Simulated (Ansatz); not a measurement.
# C3H11NO3Ti: the cost of one run

Method: BLYP/6-31G*; program: Ansatz 0.2.0, Gaussian basis.

## (1) Structure used throughout

The structure was relaxed beforehand with PBE0-D4 in a triple-zeta def2 set.

SMILES `CC[N](C)[Ti]([OH])([OH])[OH]`, 19 atoms, charge 0, spin multiplicity 1.

Atoms are counted from 1 here; the program's logs count them from 0.

Bond lengths: C1–C2 1.514 Å, C1–H9 1.091 Å, C1–H10 1.092 Å, C1–H11 1.094 Å, C2–N3 1.444 Å, C2–H12 1.102 Å, C2–H13 1.102 Å, N3–C4 1.447 Å, N3–Ti5 1.880 Å, C4–H14 1.092 Å, C4–H15 1.099 Å, C4–H16 1.099 Å, Ti5–O6 1.806 Å, Ti5–O7 1.815 Å, Ti5–O8 1.817 Å, O6–H17 0.958 Å, O7–H18 0.957 Å, O8–H19 0.957 Å. Angles: C2–C1–H9 111.4°, C2–C1–H10 109.8°, C2–C1–H11 111.1°, H9–C1–H10 108.5°, H9–C1–H11 108.0°, H10–C1–H11 107.8°, C1–C2–N3 114.3°, C1–C2–H12 109.4°, C1–C2–H13 109.3°, N3–C2–H12 109.3°, N3–C2–H13 108.6°, H12–C2–H13 105.8°, C2–N3–C4 112.1°, C2–N3–Ti5 132.0°, C4–N3–Ti5 115.9°, N3–C4–H14 111.1°, N3–C4–H15 111.1°, N3–C4–H16 111.1° and more.

Geometry (Å):

| atom | x (Å) | y (Å) | z (Å) |
| --- | --- | --- | --- |
| C1 | -2.1580 | 0.4355 | 0.1144 |
| C2 | -1.3178 | -0.4526 | -0.7780 |
| N3 | 0.0987 | -0.4031 | -0.5007 |
| C4 | 0.8445 | -1.3398 | -1.3136 |
| Ti5 | 1.1055 | 0.6053 | 0.7258 |
| O6 | 0.3473 | 2.2048 | 1.0858 |
| O7 | 2.7719 | 0.7987 | 0.0326 |
| O8 | 1.1988 | -0.3147 | 2.2901 |
| H9 | -1.8837 | 1.4850 | 0.0019 |
| H10 | -3.2139 | 0.3238 | -0.1399 |
| H11 | -2.0366 | 0.1650 | 1.1673 |
| H12 | -1.4915 | -0.1810 | -1.8313 |
| H13 | -1.6589 | -1.4955 | -0.6776 |
| H14 | 1.9142 | -1.2807 | -1.1015 |
| H15 | 0.7091 | -1.1306 | -2.3839 |
| H16 | 0.5154 | -2.3726 | -1.1314 |
| H17 | 0.0421 | 2.5539 | 1.9237 |
| H18 | 3.3592 | 1.5543 | 0.0565 |
| H19 | 0.8118 | -1.1601 | 2.5161 |

## (2) The run

in.yaml

```yaml
crystal:
  periodic: [false, false, false]
  atoms:
    - {symbol: C, position_ang: [-2.157958, 0.435512, 0.114371]}
    - {symbol: C, position_ang: [-1.317793, -0.452603, -0.777959]}
    - {symbol: N, position_ang: [0.098656, -0.403131, -0.500694]}
    - {symbol: C, position_ang: [0.844511, -1.339755, -1.313603]}
    - {symbol: Ti, position_ang: [1.105458, 0.605293, 0.725831]}
    - {symbol: O, position_ang: [0.347270, 2.204804, 1.085802]}
    - {symbol: O, position_ang: [2.771885, 0.798717, 0.032643]}
    - {symbol: O, position_ang: [1.198847, -0.314711, 2.290146]}
    - {symbol: H, position_ang: [-1.883672, 1.485017, 0.001934]}
    - {symbol: H, position_ang: [-3.213946, 0.323768, -0.139875]}
    - {symbol: H, position_ang: [-2.036602, 0.164989, 1.167338]}
    - {symbol: H, position_ang: [-1.491510, -0.181029, -1.831267]}
    - {symbol: H, position_ang: [-1.658945, -1.495530, -0.677635]}
    - {symbol: H, position_ang: [1.914153, -1.280699, -1.101460]}
    - {symbol: H, position_ang: [0.709114, -1.130568, -2.383922]}
    - {symbol: H, position_ang: [0.515448, -2.372646, -1.131436]}
    - {symbol: H, position_ang: [0.042075, 2.553881, 1.923650]}
    - {symbol: H, position_ang: [3.359183, 1.554323, 0.056509]}
    - {symbol: H, position_ang: [0.811828, -1.160133, 2.516126]}
basis:
  gaussian: {orbitals: "6-31G*"}
hamiltonian: {xc: {name: BLYP}}
md: {timestep: 0.5 fs, n_steps: 50, ensemble: nvt_nose_hoover, temperature: 700, initial_velocities: maxwell_boltzmann, seed: 21}
```

On the command line:

```
> ansatz run in.yaml --threads 4 --pin off --events-out ev --progress --plain --max-ram 66560MiB --backend cpu
```

**Question.** How long does this run take on 4 threads of AMD EPYC 7R13, shared host, and how much memory does it need?

About 2.2 min, with a peak of 0.86 GiB.
